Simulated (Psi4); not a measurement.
# triplet BNH2Cl2 at 3 levels

We compute a comparison of 3 runs (U-wB97X/6-311+G**, UBHLYP/6-311+G**, UM06-2X/6-311+G**) of triplet BNH2Cl2. 

The results are computed with Psi4 1.11.

1 further run of the same task is left out (set aside as unsound or not needed).

### 1 The molecule

BNH2Cl2 has 6 atoms, charge 0, and is taken as a triplet. As SMILES of the parent species, `NB(Cl)Cl`. The coordinates come from a GFN2-xTB relaxation. That shape belongs to the parent species and isn't relaxed for this state.

Bond lengths: B1–Cl2 1.734 Å, B1–Cl3 1.733 Å, B1–N4 1.386 Å, N4–H5 1.006 Å, N4–H6 1.006 Å. Angles: Cl2–B1–Cl3 120.4°, Cl2–B1–N4 119.7°, Cl3–B1–N4 119.8°, B1–N4–H5 123.3°, B1–N4–H6 123.0°, H5–N4–H6 113.7°.

### 2 A single-point energy at U-wB97X/6-311+G(d,p) (run 1)

Contents of calc.in:

```
memory 1.6 GB

molecule {
  0 3
  B      0.292890     0.511460     0.004020
  Cl     1.965580     0.537960     0.461330
  Cl    -0.517930     1.975810    -0.445570
  N     -0.398200    -0.689810    -0.003320
  H     -1.366870    -0.767900    -0.264590
  H      0.024530    -1.567520     0.248130
  units angstrom
  symmetry c1
}

set basis 6-311+G**
set reference uks
set puream true
set e_convergence 1e-09
set d_convergence 1e-08
set scf_type pk
set dft_radial_points 99
set dft_spherical_points 590
set maxiter 200

energy("wb97x")
print_variables()
```

Launch:

```console
$ psi4 calc.in calc.out -n 1
```

calc.out:

```text
[...]
  Running in c1 symmetry.
[...]
  Nuclear repulsion =  184.008206029430141
[...]
  Multiplicity = 3
[...]
  Nalpha       = 25
  Nbeta        = 23
[...]
    Number of basis functions: 116
[...]
   @UKS iter   1: -1000.80838663409713    1.54531e-01   6.86636e-03 ADIIS/DIIS
[...]
   @UKS iter  26: -1001.07743293056410    1.98952e-11   4.55594e-09 DIIS
[...]
   @S^2 Observed:                2.010454548E+00
[...]
    Orbital Energies [Eh]
    ---------------------
    Alpha Occupied:
       1A   -101.581539     2A   -101.581389     3A    -14.352284
       4A     -9.614531     5A     -9.614394     6A     -7.380181
       7A     -7.380025     8A     -7.371296     9A     -7.371174
      10A     -7.366103    11A     -7.365975    12A     -6.835815
      13A     -1.043235    14A     -1.005222    15A     -0.968293
      16A     -0.656623    17A     -0.618042    18A     -0.584469
      19A     -0.531664    20A     -0.524887    21A     -0.490649
      22A     -0.490042    23A     -0.476897    24A     -0.385877
      25A     -0.140595
    Alpha Virtual:
[...]
  @UKS Final Energy: -1001.07743293056410
   => Energetics <=
    Nuclear Repulsion Energy =            184.0082060294301414
    One-Electron Energy =               -1744.8408684809492115
    Two-Electron Energy =                 611.0996492506122877
    DFT Exchange-Correlation Energy =     -51.3444197296572469
    Empirical Dispersion Energy =           0.0000000000000000
    VV10 Nonlocal Energy =                  0.0000000000000000
    Total Energy =                      -1001.0774329305641004
[...]
 Multipole Moments:
 ------------------------------------------------------------------------------------
     Multipole            Electronic (a.u.)      Nuclear  (a.u.)        Total (a.u.)
 ------------------------------------------------------------------------------------
 L = 1.  Multiply by 2.5417464519 to convert [e a0] to [Debye]
 Dipole X            :          2.3912454           -2.4202686           -0.0290233
 Dipole Y            :          4.1531966           -4.2091774           -0.0559808
 Dipole Z            :          0.0244552           -0.0286730           -0.0042178
 Magnitude           :                                                    0.0631980
[...]
```

Run time: 65 s. Hardware: 1 thread of Intel Xeon Platinum 8375C at 2.90GHz (Ice Lake), shared host; peak memory 0.86 GiB.

### 3 A single-point energy at UBHLYP/6-311+G(d,p) (run 2)

Contents of job.dat:

```
memory 1.6 GB

molecule {
  0 3
  B
  Cl 1 r2
  Cl 1 r3 2 a3
  N 1 r4 3 a4 2 d4
  H 4 r5 1 a5 3 d5
  H 4 r6 5 a6 1 d6

  r2 = 1.73428
  r3 = 1.733171
  a3 = 120.44442
  r4 = 1.385896
  a4 = 119.84677
  d4 = -179.90685
  r5 = 1.006321
  a5 = 123.2737
  d5 = 0.2979
  r6 = 1.006132
  a6 = 113.67979
  d6 = -179.6988
  units angstrom
  symmetry c1
  no_reorient
  no_com
}

set basis 6-311+G**
set reference uks
set puream true
set e_convergence 1e-09
set d_convergence 1e-08
set scf_type pk
set dft_radial_points 99
set dft_spherical_points 590
set maxiter 200

E, wfn = energy('bhhlyp', return_wfn=True)
oeprop(wfn, 'LOWDIN_CHARGES', 'WIBERG_LOWDIN_INDICES', 'MULLIKEN_CHARGES')
```

Launch:

```console
$ psi4 job.dat job.out -n 1
```

job.out:

```text
[...]
  Running in c1 symmetry.
[...]
  Nuclear repulsion =  184.008206437688386
[...]
  Multiplicity = 3
[...]
  Nalpha       = 25
  Nbeta        = 23
[...]
    Number of basis functions: 116
[...]
   @UKS iter   1: -1000.75089565650273    2.38511e-01   7.23906e-03 DIIS/ADIIS
[...]
   @UKS iter  25: -1001.06130218806481   -1.89857e-11   9.30271e-09 DIIS
[...]
   @S^2 Observed:                2.012667288E+00
[...]
  @UKS Final Energy: -1001.06130218806481
   => Energetics <=
    Nuclear Repulsion Energy =            184.0082064376883864
    One-Electron Energy =               -1744.8777356175824025
    Two-Electron Energy =                 594.8774403592896078
    DFT Exchange-Correlation Energy =     -35.0692133674603852
    Empirical Dispersion Energy =           0.0000000000000000
    VV10 Nonlocal Energy =                  0.0000000000000000
    Total Energy =                      -1001.0613021880648148
[...]
 Multipole Moments:
 ------------------------------------------------------------------------------------
     Multipole            Electronic (a.u.)      Nuclear  (a.u.)        Total (a.u.)
 ------------------------------------------------------------------------------------
 L = 1.  Multiply by 2.5417464519 to convert [e a0] to [Debye]
 Dipole X            :         -0.0056896            0.0099983            0.0043087
 Dipole Y            :          4.1660136           -4.2173233           -0.0513097
 Dipole Z            :          2.3790763           -2.4061943           -0.0271180
 Magnitude           :                                                    0.0581948
[...]
  Mulliken Charges: (a.u.)
   Center  Symbol    Alpha    Beta     Spin     Total
       1     B     3.00905  2.17953  0.82951 -0.18858
       2    CL     8.68592  8.14823  0.53768  0.16585
       3    CL     8.68559  8.14914  0.53646  0.16527
       4     N     3.87272  3.76461  0.10811 -0.63733
       5     H     0.37324  0.37913 -0.00589  0.24763
       6     H     0.37349  0.37936 -0.00587  0.24716
   Total alpha = 25.00000, Total beta = 23.00000, Total charge = -0.00000
  Lowdin Charges: (a.u.)
   Center  Symbol    Alpha    Beta     Spin     Total
[...]
```

Wall time 51 s (1 thread of Intel Xeon Platinum 8375C at 2.90GHz (Ice Lake), shared host); peak memory 0.68 GiB.

### 4 Energy and gradient at UM06-2X/6-311+G(d,p) (run 3)

Contents of bcl2h2n.inp:

```
memory 1600 mb

molecule molecule1 {
  0 3
  B
  Cl 1 1.73428
  Cl 1 1.733171 2 120.44442
  N 1 1.385896 3 119.84677 2 -179.90685
  H 4 1.006321 1 123.2737 3 0.2979
  H 4 1.006132 5 113.67979 1 -179.6988
  symmetry c1
  no_reorient
  no_com
}

set {
  basis                6-311+G**
  reference            uks
  puream               true
  e_convergence        1e-09
  d_convergence        1e-08
  scf_type             pk
  dft_radial_points    99
  dft_spherical_points 590
  maxiter              200
}

gradient('m06-2x')
```

Launch:

```console
$ psi4 -i bcl2h2n.inp -o bcl2h2n.out -n 1
```

bcl2h2n.out:

```text
[...]
  Running in c1 symmetry.
[...]
  Nuclear repulsion =  184.008206437688386
[...]
  Multiplicity = 3
[...]
  Nalpha       = 25
  Nbeta        = 23
[...]
    Number of basis functions: 116
[...]
   @UKS iter   1: -1000.73185423190807    2.79872e-01   7.27029e-03 ADIIS/DIIS
[...]
   @UKS iter  19: -1001.04485447132959   -2.10321e-11   7.44524e-09 DIIS
[...]
   @S^2 Observed:                2.008443088E+00
[...]
  @UKS Final Energy: -1001.04485447132959
   => Energetics <=
    Nuclear Repulsion Energy =            184.0082064376883864
    One-Electron Energy =               -1744.7726487304294096
    Two-Electron Energy =                 592.1128544442018438
    DFT Exchange-Correlation Energy =     -32.3932666227903781
    Empirical Dispersion Energy =           0.0000000000000000
    VV10 Nonlocal Energy =                  0.0000000000000000
    Total Energy =                      -1001.0448544713295860
[...]
 Multipole Moments:
 ------------------------------------------------------------------------------------
     Multipole            Electronic (a.u.)      Nuclear  (a.u.)        Total (a.u.)
 ------------------------------------------------------------------------------------
 L = 1.  Multiply by 2.5417464519 to convert [e a0] to [Debye]
 Dipole X            :         -0.0049646            0.0099983            0.0050336
 Dipole Y            :          4.1583674           -4.2173233           -0.0589559
 Dipole Z            :          2.3734565           -2.4061943           -0.0327378
 Magnitude           :                                                    0.0676232
[...]
  -Total Gradient:
     Atom            X                  Y                   Z
    ------   -----------------  -----------------  -----------------
       1        0.000528795880     0.003272849621     0.001626092528
       2       -0.000170684221    -0.018262257683    -0.036522723393
       3       -0.000118971042    -0.041036862877     0.002989211277
       4       -0.000158962490     0.053925617754     0.030841891480
       5       -0.000081422913     0.001913008913    -0.001258617014
       6       -0.000001579802     0.000195196168     0.002327145138
[...]
```

It took 99 s on 1 thread of Intel Xeon Platinum 8375C at 2.90GHz (Ice Lake), shared host; peak memory 0.69 GiB.

### 5 The series

| run | level | task | energy (Eh) | dipole moment (D) | HOMO energy (eV) | ⟨S²⟩ | wall time |
| --- | --- | --- | --- | --- | --- | --- | --- |
| 1 | U-wB97X/6-311+G** | energy | -1001.077433 | 0.16 | -3.83 | 2.010 | 65 s |
| 2 | UBHLYP/6-311+G** | energy | -1001.061302 | 0.15 | -2.60 | 2.013 | 51 s |
| 3 | UM06-2X/6-311+G** | gradient | -1001.044854 | 0.17 | -2.55 | 2.008 | 99 s |

### 6 Outcome

| quantity | value |
| --- | --- |
| run 3: total energy | -1001.04485 Eh |
| run 3: dipole moment | 0.17 D |
| run 3: HOMO energy (highest over α and β) | -2.55 eV |
| run 3: ⟨S²⟩ | 2.008 |
| run 3: largest force on an atom | 3.194 eV/Å |

What this shows: The dipole moment (its size) runs from 0.15 D (UBHLYP/6-311+G**) to 0.17 D (UM06-2X/6-311+G**). Totals of different functionals can't be ranked against each other. All runs together took 3.6 min, the longest 99 s.
